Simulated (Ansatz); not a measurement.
Below is the output of a Python script on Ansatz 0.2.0 through its Python package that makes a single point in a Gaussian basis of C2H6BFO, SMILES BC(O)CF. Write a script that gives it. Settings: r2scan0, def2-SVP basis, multiplicity 1.

```xyz
11

B    -0.9391   -0.0832    1.0752
C     0.3418   -0.1625    0.1885
O     0.5708   -1.5094   -0.0996
C     0.2752    0.6126   -1.1317
F     0.0286    1.9474   -0.9070
H    -0.9508    0.4740    2.1333
H    -1.9858   -0.4482    0.6479
H     1.2309    0.3026    0.7546
H     1.0423   -1.8767    0.7635
H     1.1238    0.4693   -1.7118
H    -0.6723    0.2171   -1.6923
```

```console
$ python c2h6bfo.py
E = -7599.300426 eV = -279.2691397 Ha
converged: True  doubts: none
largest force 4.8631 eV/A, rms 1.507
dipole (D): 1.342 -1.393 1.088, length 2.219
atom  Mulliken   Lowdin
B        0.121   -0.046
C       -0.027   -0.113
O       -0.381    0.073
C        0.294    0.063
F       -0.303    0.011
H       -0.029   -0.029
H       -0.029   -0.024
H        0.041    0.012
H        0.238    0.077
H        0.030   -0.037
H        0.044    0.012
Alpha     -21.317 eV  occupation 2
Alpha     -17.891 eV  occupation 2
Alpha     -15.390 eV  occupation 2
Alpha     -14.967 eV  occupation 2
Alpha     -14.063 eV  occupation 2
Alpha     -13.598 eV  occupation 2
Alpha     -13.207 eV  occupation 2
Alpha     -11.655 eV  occupation 2
Alpha     -11.031 eV  occupation 2
Alpha     -10.285 eV  occupation 2
Alpha      -9.804 eV  occupation 2
Alpha      -8.911 eV  occupation 2
Alpha      -7.932 eV  occupation 2
Alpha      -1.604 eV  occupation 0
Alpha       1.417 eV  occupation 0
Alpha       3.033 eV  occupation 0
```

The script that was run (others could print the same):

The script, `c2h6bfo.py`:
```python
"""Single point of C2H6BFO."""

from pathlib import Path

import ansatz as az
from ase import Atoms
import numpy as np

atoms = Atoms(["B", "C", "O", "C", "F", "H", "H", "H", "H", "H", "H"], positions=[
    [-0.9391, -0.0832, 1.0752],
    [0.3418, -0.1625, 0.1885],
    [0.5708, -1.5094, -0.0996],
    [0.2752, 0.6126, -1.1317],
    [0.0286, 1.9474, -0.907],
    [-0.9508, 0.474, 2.1333],
    [-1.9858, -0.4482, 0.6479],
    [1.2309, 0.3026, 0.7546],
    [1.0423, -1.8767, 0.7635],
    [1.1238, 0.4693, -1.7118],
    [-0.6723, 0.2171, -1.6923],
])
geometry = az.Crystal.molecule_from_ase(atoms)

calculation = geometry.calculation().basis(gaussian="def2-SVP").functional("r2scan0").forces().orbitals()
res = calculation.run(threads=1, backend="cpu", runs_dir="runs")
report = res.report

print(f"E = {report['free_energy_ev']:.6f} eV = {report['free_energy_ev'] / 27.211386246:.7f} Ha")
print("converged:", report["converged"], " doubts:", report["published_state_doubts"] or "none")

symbols = [site.symbol for site in geometry.cartesian_sites]
forces = np.array(report["forces_ev_ang"])
print("largest force", round(float(np.linalg.norm(forces, axis=1).max()), 4), "eV/A, rms", round(float(np.sqrt((forces ** 2).mean())), 4))

charges = report["charge_distribution"]
dipole = np.array(charges["dipole_moment_e_ang"]) * 4.803205
print("dipole (D): {:.3f} {:.3f} {:.3f}, length {:.3f}".format(*dipole, np.linalg.norm(dipole)))
print("atom  Mulliken   Lowdin")
for symbol, m, l in zip(symbols, charges["mulliken_charges_e"], charges["lowdin_charges_e"]):
    print(f"{symbol:4s} {m:9.3f} {l:8.3f}")

lines = Path(report["orbitals_path"]).read_text().splitlines()
field_of = lambda key: [line.split("=")[1].strip() for line in lines if line.startswith(key)]
orbitals = [(27.211386 * float(e), s, float(n)) for e, s, n in zip(field_of("Ene="), field_of("Spin="), field_of("Occup="))]
homo = max(e for e, _, n in orbitals if n > 0.5)
lumo = min(e for e, _, n in orbitals if n < 0.5)
for e, spin, n in sorted(orbitals):
    if homo - 15 < e < lumo + 5:
        print(f"{spin:6s} {e:10.3f} eV  occupation {n:.0f}")
```

Total energies depend on the basis set; only differences at equal settings carry meaning. The geometry is a force-field or estimated start, not a minimum of this method, and the basis set is short of its limit. The Löwdin charges here are taken after orthogonalising the functions within each atom; they differ from plain Löwdin charges, and their signs can be unphysical. Alpha marks a spatial orbital of a restricted run, filled by both spins. Levels such as HOMO and LUMO are orbital energies: with these approximate functionals they aren't the ionisation energy and electron affinity, and their gap isn't the fundamental gap. Finished in 8.4 s on 1 thread of Arm Neoverse V1 (shared host), peak memory 0.28 GiB.
